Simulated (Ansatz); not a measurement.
# K2Os: one candidate of a structure search

Aim: relax a trial structure of K2Os and see where it ends.

Computed with Ansatz 0.2.0 (DFT PBE, scalar-relativistic, plane waves, PAW, unless a step's input says otherwise).

## Step 1: The starting structure

The structure is cubic, space group Fm-3m (No. 225). Conventional cell: a = 7.332 Å, b = 7.332 Å, c = 7.332 Å, α = 90.00°, β = 90.00°, γ = 90.00°. Around K (site symmetry -43m) lie 4 Os at 3.17 Å. Around Os (site symmetry m-3m) lie 8 K at 3.17 Å.

As a file:

```cif
data_structure
_symmetry_space_group_name_H-M 'Fm-3m'
_symmetry_Int_Tables_number 225
_cell_length_a 7.3322
_cell_length_b 7.3322
_cell_length_c 7.3322
_cell_angle_alpha 90.000
_cell_angle_beta 90.000
_cell_angle_gamma 90.000
_cell_volume 394.20
loop_
_atom_site_label
_atom_site_type_symbol
_atom_site_symmetry_multiplicity
_atom_site_Wyckoff_symbol
_atom_site_fract_x
_atom_site_fract_y
_atom_site_fract_z
_atom_site_occupancy
K1 K 8 c 0.25000 0.75000 0.75000 1
Os1 Os 4 a 0.00000 0.00000 0.00000 1
```

Recipe of the guess: random cell by space group and Wyckoff sites (Fm-3m, No. 225). Lengths come from tabulated atomic sizes and are only a guess.

## Step 2: The guess as it stands, on a coarse mesh

input.yaml

```yaml
crystal:
  lattice:
    - [0.0, 3.66612397, 3.66612397]
    - [3.66612397, 0.0, 3.66612397]
    - [3.66612397, 3.66612397, 0.0]
  atoms:
    - { symbol: K, position: [0.25, 0.25, 0.25] }
    - { symbol: K, position: [0.75, 0.75, 0.75] }
    - { symbol: Os, position: [0.0, 0.0, 0.0] }
basis:
  ecutwfc: 420
kpoints:
  mp_grid: { grid: [4, 4, 4] }
hamiltonian:
  xc: pbe
scf:
  occupations: { method: gaussian, width: 0.1 }
  lower_state_search: "off"
output:
  forces: true
  stress: true
  eigenvalues: true
```

On the command line:

```
$ ansatz run input.yaml --threads 1 --pin off --max-ram 2048MiB --backend cpu --events-out ev --progress --plain --runs-dir out
```

The session goes on with these runs: rough relaxation on the coarse mesh; spin check on a coarse mesh; full relaxation.

Before running it: what results should come out? Wanted: conventional cell; volume; energy over the elements; gap on the mesh; total moment.

As calculated:

```
                              quantity                                                                      value
symmetry at the end (tolerance 0.05 Å)                                                space group Fm-3m (No. 225)
                     conventional cell  a = 7.908 Å, b = 7.908 Å, c = 7.908 Å, α = 90.00°, β = 90.00°, γ = 90.00°
                                volume                                                              41.20 Å³/atom
              energy over the elements                                                              +1.82 eV/atom
                       gap on the mesh                                                               none (metal)
                          total moment                                                               2.00 μB/cell
```

**Reading.** The space group Fm-3m (No. 225) is kept, and the volume per atom grows by 25.4 % from the first guess. With a positive formation energy it can't be a ground state. No finished test with a distortion of lower symmetry is shown, so the end may be a saddle point. Spin-orbit coupling is left out for Os. Other magnetic orders were not searched.
